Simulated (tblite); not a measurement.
# GeH5NOSi: the cost of one run

Computed with tblite 0.8.0 and PySCF 2.14.0; each step states its level. No surroundings beyond the atoms listed, unless a continuum is named. Atoms count from 0, parts from 1.

## (1) The system as given

9 atoms, charge 0, multiplicity 3; geometry: distance geometry start.

## (2) Geometry optimisation with GFN2-xTB

What the job is given:

```
{"job": {"kind": "relax", "xc": "GFN2-xTB", "basis": "xTB"}, "charge": 0, "multiplicity": 3}
Ge     1.184217     0.353493     1.156314
N     -0.074526    -0.266933    -0.151182
Si    -0.847819     1.012978    -1.185412
O      2.484244     0.621541     2.453565
H     -0.701507    -1.052382     0.131534
H     -0.719400     0.640901    -2.548904
H     -0.193537     2.255901    -0.973897
H     -2.231983     1.134136    -0.845255
H      2.466721     1.339933     3.106643
```

Method: GFN2-xTB geometry optimisation, gas phase.

The run is started by

```console
> OMP_NUM_THREADS=1 python cluster_run.py task.json out
```

This one command runs all jobs of the session in turn.

Q: Estimate the wall time of this first job on 1 thread of Arm Neoverse N1, shared host.

About 3.3 s.
